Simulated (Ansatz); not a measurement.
# GeH₄NO radical: up Jacob's ladder to CCSD(T)

Aim: compute GeH₄NO radical with functionals from several rungs and with coupled cluster. The yardstick is the atomisation energy at the CCSD(T) limit.

Program: Ansatz 0.2.0, Gaussian basis. Level of theory: functionals in def2-TZVPP, the program's frozen cores in correlated methods. These are calculated values, not measurements.

Levels to be run: LDA (SPW92), PBE-D4, revPBE-D4, BLYP-D4, r2SCAN-D4, B97M-V, PBE0-D4, B3LYP-D4, r2SCANh-D4, r2SCAN0-D4, HSE06-D4, BHLYP-D4, CAM-B3LYP-D4, LC-ωPBE, ωB97X-V, ωB97M-V, B2PLYP, PBE-QIDH; CCSD(T)/def2-SVP; CCSD(T)/def2-TZVPP; MP2/def2-QZVPP; extrapolation to the limit; RPA on PBE.

## (1) The relaxed structure

An earlier PBE0-D4 in a triple-zeta def2 set relaxation fixed the geometry.

SMILES `[NH][GeH2][OH]`, 7 atoms, charge 0, spin multiplicity 2.

Atoms are counted from 1 here; the program's logs count them from 0.

Bond lengths: N1–Ge2 1.860 Å, N1–H4 1.025 Å, Ge2–O3 1.771 Å, Ge2–H5 1.544 Å, Ge2–H6 1.536 Å, O3–H7 0.961 Å. Angles: Ge2–N1–H4 110.2°, N1–Ge2–O3 106.5°, N1–Ge2–H5 107.6°, N1–Ge2–H6 113.8°, O3–Ge2–H5 110.8°, O3–Ge2–H6 105.4°, H5–Ge2–H6 112.6°, Ge2–O3–H7 111.8°.

## (2) LDA

This LDA is Slater exchange with PW92 correlation.

Input file in.yaml:

```yaml
crystal:
  periodic: [false, false, false]
  atoms:
    - {symbol: N, position_ang: [-1.180001, -0.629604, -0.704335]}
    - {symbol: Ge, position_ang: [0.091826, 0.357854, 0.227285]}
    - {symbol: O, position_ang: [1.488064, -0.708494, 0.454167]}
    - {symbol: H, position_ang: [-2.073683, -0.127326, -0.724697]}
    - {symbol: H, position_ang: [0.468549, 1.575305, -0.644215]}
    - {symbol: H, position_ang: [-0.348330, 0.758218, 1.642881]}
    - {symbol: H, position_ang: [1.614777, -1.293953, -0.296687]}
basis:
  gaussian: {orbitals: def2-TZVPP}
magnetization: {spin_polarized: true, initial_magnetization: 1}
hamiltonian: {xc: lda}
output: {orbitals: {seedname: orbitals}}
```

Command:

```console
ansatz run in.yaml --threads 4 --pin off --events-out ev --progress --plain --max-ram 10444MiB
```

The runs that follow: PBE-D4 (GGA); revPBE-D4 (GGA); BLYP-D4 (GGA); r2SCAN-D4 (meta-GGA); B97M-V (meta-GGA); PBE0-D4 (hybrid); B3LYP-D4 (hybrid); r2SCANh-D4 (hybrid); r2SCAN0-D4 (hybrid); HSE06-D4 (hybrid); BHLYP-D4 (hybrid); CAM-B3LYP-D4 (range-separated); LC-ωPBE (range-separated); ωB97X-V (range-separated); ωB97M-V (range-separated); B2PLYP (double hybrid); PBE-QIDH (double hybrid); CCSD(T) in def2-SVP; CCSD(T) in def2-TZVPP; MP2 in def2-QZVPP; RPA on PBE orbitals.

Before running them: what should the planned runs give, taken together? Wanted: atomisation energy, CCSD(T)/CBS; farthest beyond LDA; mean size of error, GGA; mean size of error, meta-GGA; mean size of error, hybrid; mean size of error, range-separated; mean size of error, double hybrid; gap, smallest and largest; T1 diagnostic.

The runs gave:

| quantity | value |
| --- | --- |
| atomisation energy, CCSD(T)/CBS | 492.7 kcal/mol |
| functionals within 4.9 kcal/mol (1.0 %) | BLYP-D4, r2SCAN-D4, B97M-V, B3LYP-D4, CAM-B3LYP-D4, ωB97X-V, ωB97M-V |
| farthest beyond LDA | BHLYP-D4 (-21.0 kcal/mol) |
| mean size of error, GGA | 4.9 kcal/mol |
| mean size of error, meta-GGA | 1.4 kcal/mol |
| mean size of error, hybrid | 9.6 kcal/mol |
| mean size of error, range-separated | 3.2 kcal/mol |
| mean size of error, double hybrid | 9.8 kcal/mol |
| gap, smallest and largest | 1.36 eV (LDA (SPW92)), 10.39 eV (LC-ωPBE) |
| T1 diagnostic | 0.0131 |
| triples share of the correlation energy | 3.4 % |

The LDA atomisation energy is off by 76.8 kcal/mol (16 %): it overbinds. PBE-D4 misses by +5.7 kcal/mol. Double hybrids carry the basis error of their MP2 part in triple zeta, and no dispersion term here, so their miss is partly the set-up's. The rungs meta-GGA, range-separated, GGA miss on average by less than the doubt on the reference (4.9 kcal/mol), so they tie. The reference freezes the cores and leaves out relativity and excitations past (T), and its outer-core shells are covered unevenly, so misses under about 4.9 kcal/mol can't be ranked. Hartree-Fock recovers 65 % of the binding; the rest is correlation. CCSD(T) in def2-SVP is off by -46.7 kcal/mol, more than most functionals: a good method in a small basis is no reference. Orbital gaps span 1.4 to 10.4 eV; exact exchange widens them. Correlated methods include outer-core shells of Ge, which these sets cover unevenly.
